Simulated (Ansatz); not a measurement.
## Hf3Be in Ansatz: the effect of functional

The system is Hf3Be.

```
Hf Be
1.0
    -2.09200    2.09200    4.35305
     2.09200   -2.09200    4.35305
     2.09200    2.09200   -4.35305
Hf Be
3 1
Direct
  0.50000 0.50000 0.00000
  0.25000 0.75000 0.50000
  0.75000 0.25000 0.50000
  0.00000 0.00000 0.00000
```

The cell comes from a database or a generator and needn't be the stable form of this composition.

Alike in all runs:

| Quantity | Value |
| --- | --- |
| Program | Ansatz 0.2.0 |
| Task | projected density of states |
| Potentials or basis | Ansatz PAW |
| k mesh | 5 × 5 × 5 |
| Occupations | fermi-dirac, width 0.05 eV |
| Spin | no spin polarisation |

```csv
functional,cutoff,pressure (GPa)
LDA,420 eV (not typed: the program's choice for these potentials),?
PBEsol,420 eV (not typed: the program's choice for these potentials),-4.2
RPBE,420 eV (not typed: the program's choice for these potentials),2.7
revPBE,420 eV (not typed: the program's choice for these potentials),2.0
BLYP,420 eV (not typed: the program's choice for these potentials),2.9
r2SCAN,500 eV (not typed: the program's choice for these potentials),-1.3
HSE06,420 eV (not typed: the program's choice for these potentials),0.2
PBE0,420 eV (not typed: the program's choice for these potentials),0.2
r2SCAN0,500 eV (not typed: the program's choice for these potentials),-0.3
```

**Question.** What does the run with functional LDA give?

**Answer.** Pressure -7.9 GPa.

Caveats: all runs use coarse meshes; the PAW data sets come from PBE, with cores solved anew for the run's functional, which leaves a small shift of forces and pressure; the density of states is complete only up to the lowest level of the last band computed; the thresholds are loose for stress (some runs).

Runs at the PBE level aren't shown here.
